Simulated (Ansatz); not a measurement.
**CuF: a single-point run**

Wanted: a converged single-point run for CuF, and a check of what comes out. The structure is shown as the input types it. The cell is built on a prototype (wurtzite) and needn't be the phase found in nature.

Computed with Ansatz 0.2.0 (density functional or hybrid calculation with the settings of its input, plane waves (as first typed), unless a step's input says otherwise).

2 further runs of the same task are left out: 1 for a known fault of the program, 1 that didn't finish.

## (1) The starting structure

The structure is hexagonal, space group P6_3mc (No. 186). The conventional cell has a = 2.790 Å, b = 2.790 Å, c = 6.721 Å, α = 90.00°, β = 90.00°, γ = 120.00°. Around Cu (site symmetry 3m) lie 4 F at 1.90 to 2.17 Å. F (site symmetry 3m) has 4 Cu at 1.90 to 2.17 Å as nearest neighbours.

Structure file:

```
CELL_PARAMETERS angstrom
2.78978 0.00000 0.00000
-1.39489 2.41602 0.00000
0.00000 0.00000 6.72112
ATOMIC_POSITIONS crystal
Cu 0.33333 0.66667 0.04599
Cu 0.66667 0.33333 0.54599
F 0.33333 0.66667 0.32901
F 0.66667 0.33333 0.82901
```

## (2) The calculation

The input, input.yaml:

```yaml
crystal:
  lattice:
    - [2.7897758173, 0.0, 0.0]
    - [-1.3948879087, 2.4160167287, 0.0]
    - [0.0, 0.0, 6.7211226191]
  atoms:
    - { symbol: Cu, position: [0.3333333333, 0.6666666667, 0.0459865616] }
    - { symbol: Cu, position: [0.6666666667, 0.3333333333, 0.5459865616] }
    - { symbol: F, position: [0.3333333333, 0.6666666667, 0.3290134384] }
    - { symbol: F, position: [0.6666666667, 0.3333333333, 0.8290134384] }
kpoints:
  mp_grid: { grid: [9, 9, 4] }
hamiltonian:
  xc: pbe
scf:
  occupations: { method: fermi_dirac, width: 0.02 }
  n_extra_bands: 5
  max_iter: 53
output:
  forces: true
  stress: true
  eigenvalues: true
basis:
  ecutwfc: 120
```

Started as:

```sh
> ansatz run input.yaml --threads 4 --pin off --max-ram 3686MiB --backend cpu --events-out ev --progress --plain --runs-dir out
```

Q: Will this input give a usable result? If not, why, and what should change?

The program finished normally, with warnings (cutoff below recommended). It gives a pressure of 77 GPa and a largest force of 5.0 eV/Å, which is large; a structure far from rest gives such values too, whatever the setting.

Look at the input: basis.ecutwfc is 120. The basis cutoff is far too low: the plane waves can't represent the orbitals near the cores. The potentials' recommended cutoff is 420 eV.

The test: delete basis.ecutwfc (the default then holds).
